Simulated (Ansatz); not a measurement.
# BrH4N: the cost of one run

Program: Ansatz 0.2.0, Gaussian basis. Level of theory: RKS PBE-D4/def2-SVP. These are calculated values, not measurements.

Levels: PBE-D4, revPBE-D4, BLYP-D4, r2SCAN-D4, B97M-V, PBE0-D4, B3LYP-D4, HSE06-D4, wB97X-V, wB97M-V, B2PLYP, Hartree-Fock, MP2, CCSD, CCSD(T). The reference is CCSD(T) extrapolated to the basis limit. For elements past Ar these valence bases correlate outer-core shells poorly and lack relativity, so that limit is rough.

Cores are frozen in the correlated methods. Filled d shells of the heavier atoms are correlated. B3LYP uses VWN-RPA correlation. B2PLYP carries no dispersion term here.

176 further runs of the same task are left out: 176 set aside as unsound or not needed.

**1. The starting structure**

The pair, from a GFN2-xTB docking trial: 6 atoms, charge 0, spin multiplicity 1.

Atoms are counted from 1 here; the program's logs count them from 0.

Bond lengths: N1–H2 1.012 Å, N1–H3 1.013 Å, N1–H4 1.014 Å, Br5–H6 1.460 Å. Angles: H2–N1–H3 108.5°, H2–N1–H4 108.0°, H3–N1–H4 108.4°.

Coordinates:

```
N    -0.0084    0.0301   -0.6243
H     0.4033    0.9027   -0.9298
H     0.5282   -0.7341   -1.0180
H    -0.9522   -0.0176   -0.9922
Br    0.0284   -0.1215    2.5112
H     0.0008   -0.0596    1.0531
```

Atoms 1 to 4 are fragment A (NH3), the rest fragment B (HBr).

**2. A first relaxation in a small basis**

pre/in.yaml

```yaml
crystal:
  periodic: [false, false, false]
  atoms:
    - {symbol: N, position_ang: [-0.008400, 0.030100, -0.624300]}
    - {symbol: H, position_ang: [0.403300, 0.902700, -0.929800]}
    - {symbol: H, position_ang: [0.528200, -0.734100, -1.018000]}
    - {symbol: H, position_ang: [-0.952200, -0.017600, -0.992200]}
    - {symbol: Br, position_ang: [0.028400, -0.121500, 2.511200]}
    - {symbol: H, position_ang: [0.000800, -0.059600, 1.053100]}
basis:
  gaussian: {orbitals: def2-SVP}
hamiltonian: {xc: pbe, dispersion: d4}
relax: {f_tol: 0.03, max_steps: 250}
```

Command:

```
> ansatz run in.yaml --threads 2 --pin off --events-out ev --progress --plain --max-ram 5222MiB
```

**Question.** How long does this run take on 2 threads of Intel Xeon Platinum 8488C, shared host, and how much memory does it need?

About 6 s, with a peak of 0.13 GiB.
